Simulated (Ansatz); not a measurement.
# GaBH3ClO (SMILES O[B](Cl)[GaH2]) at MP2/6-31G(d) (spherical functions)

What is the energy change on altering one bond length of GaBH3ClO at MP2/6-31G* (spherical functions)? 

Program for the calculation: Ansatz 0.2.0.

127 further runs of the same task are left out: 127 set aside as unsound or not needed.

### 1 Starting point

GaBH3ClO has 7 atoms, charge 0, and is taken as a singlet. SMILES: `O[B](Cl)[GaH2]`. The shape is that of a PBE0-D4/def2-TZVP optimisation. This is one conformer, not always the lowest.

Bond lengths: O1–B2 1.344 Å, B2–Cl3 1.789 Å, B2–Ga4 2.095 Å, O1–H5 0.965 Å, Ga4–H6 1.572 Å, Ga4–H7 1.572 Å. Angles: O1–B2–Cl3 118.4°, O1–B2–Ga4 123.4°, Cl3–B2–Ga4 118.3°, B2–O1–H5 114.1°, B2–Ga4–H6 121.3°, B2–Ga4–H7 121.3°, H6–Ga4–H7 117.4°.

### 2 A single-point energy at MP2/6-31G(d) (spherical functions)

molecule.yaml

```yaml
crystal:
  periodic: [false, false, false]
  atoms:
    - {symbol: O, position_ang: [-0.845500, -1.229100, 0.927100]}
    - {symbol: B, position_ang: [-0.031900, -0.664900, 0.017900]}
    - {symbol: Cl, position_ang: [0.899000, -1.736200, -1.070500]}
    - {symbol: Ga, position_ang: [0.202400, 1.406200, -0.190800]}
    - {symbol: H, position_ang: [-0.850900, -2.194300, 0.905900]}
    - {symbol: H, position_ang: [-0.691300, 2.232500, -1.186100]}
    - {symbol: H, position_ang: [1.318000, 2.185900, 0.596500]}
basis:
  gaussian: {orbitals: 6-31G_st_-spherical.json}
correlation: {method: mp2, frozen_orbitals: {B: 1, Cl: 5, Ga: 9, H: 0, O: 1}}
accuracy: high
```

The basis set 6-31G* is read from a file made from the Basis Set Exchange's data (not shown).

Launch:

```sh
ansatz run molecule.yaml --threads 1 --pin off --max-ram 3480MiB --events-out events.jsonl --progress --plain --runs-dir runs
```

The log of the run:

```text
Warning: RAYON_NUM_THREADS=1 ignored (pool sized by the plan → 1); use --threads N
Functional definition: HF
  name "HF"
  exchange = exact_x
  correlation = 0
1791 factors; integrals over basis functions are off by at most 1.5e-8 eV
mean field evaluation 1: about -67585.3030 eV, gradient 3.0e1 eV
mean field evaluation 2: about -67585.3651 eV, gradient 3.0e1 eV
mean field evaluation 4: about -67587.6235 eV, gradient 2.9e0 eV
mean field evaluation 8: about -67587.6645 eV, gradient 1.9e-1 eV
mean field evaluation 16: about -67587.6647 eV, gradient 1.6e-8 eV
mean field -67587.66470107 eV, -2483.8008651996 hartree, gradient 1.6e-8 eV, S^2 0.000000; 0 other end points of the search recorded, 0 dependent functions left out
16 core orbitals not correlated: weight in the atoms' cores, before any rotation towards them, 1.000 or more for the frozen orbitals, at most 0.000 for the correlated occupied ones
reference -67587.66470107 eV, -2483.8008651996 hartree; 16, 16 occupied and 52, 52 virtual orbitals, 1791 factors
second order -16.78358762 eV of doubles, -0.00000000 eV of singles
Total energy: -67604.44828868 eV, -2484.4176506682 hartree
```

It took 4.2 s on 1 thread of Arm Neoverse V1, shared host; peak memory 0.24 GiB.

### 3 The distorted shape at the same level

in.yaml

```yaml
crystal:
  periodic: [false, false, false]
  atoms:
    - {symbol: O, position_ang: [-1.124769, -0.907711, 1.253619]}
    - {symbol: B, position_ang: [-0.311169, -0.343511, 0.344419]}
    - {symbol: Cl, position_ang: [0.899000, -1.736200, -1.070500]}
    - {symbol: Ga, position_ang: [-0.076869, 1.727589, 0.135719]}
    - {symbol: H, position_ang: [-1.130169, -1.872911, 1.232419]}
    - {symbol: H, position_ang: [-0.970569, 2.553889, -0.859581]}
    - {symbol: H, position_ang: [1.038731, 2.507289, 0.923019]}
basis:
  gaussian:
    orbitals: 6-31G_st_-spherical.json
correlation:
  method: mp2
  frozen_orbitals: {B: 1, Cl: 5, Ga: 9, H: 0, O: 1}
accuracy: high
```

The basis set 6-31G* is read from a file made from the Basis Set Exchange's data (not shown).

Launch:

```sh
ansatz run in.yaml --threads 1 --pin off --max-ram 3480MiB --events-out events.jsonl --progress --plain --runs-dir runs
```

The log of the run:

```text
Warning: RAYON_NUM_THREADS=1 ignored (pool sized by the plan → 1); use --threads N
[... 4 set-up lines as earlier in the session ...]
1787 factors; integrals over basis functions are off by at most 2.2e-8 eV
mean field evaluation 1: about -67583.4773 eV, gradient 3.2e1 eV
mean field evaluation 2: about -67583.5283 eV, gradient 3.2e1 eV
mean field evaluation 4: about -67586.4095 eV, gradient 3.2e0 eV
mean field evaluation 8: about -67586.4695 eV, gradient 3.4e-1 eV
mean field evaluation 16: about -67586.4705 eV, gradient 1.4e-7 eV
mean field -67586.47054181 eV, -2483.7569806566 hartree, gradient 1.0e-8 eV, S^2 0.000000; 0 other end points of the search recorded, 0 dependent functions left out
16 core orbitals not correlated: weight in the atoms' cores, before any rotation towards them, 1.000 or more for the frozen orbitals, at most 0.000 for the correlated occupied ones
reference -67586.47054181 eV, -2483.7569806566 hartree; 16, 16 occupied and 52, 52 virtual orbitals, 1787 factors
second order -16.65621841 eV of doubles, -0.00000000 eV of singles
Total energy: -67603.12676022 eV, -2484.3690853930 hartree
```

Run time: 4.2 s. Hardware: 1 thread of Arm Neoverse V1, shared host; peak memory 0.24 GiB.

### 4 Summary of results

At MP2/6-31G* (spherical functions), 16 core orbitals frozen:

| quantity | value |
| --- | --- |
| first shape: total energy | -2484.41765 Eh |
| first shape: correlation energy (16 core orbitals frozen) | -616.8 mEh |
| distorted shape: total energy | -2484.36909 Eh |
| distorted shape: correlation energy (16 core orbitals frozen) | -612.1 mEh |
| energy change with the B2–Cl3 bond stretched from 1.789 to 2.325 Å | 1.322 eV |

**Reading.** With the B2–Cl3 bond stretched from 1.789 to 2.325 Å the energy rises by 1.32 eV (128 kJ/mol). The first shape isn't relaxed at this level, so the change isn't measured from a minimum.
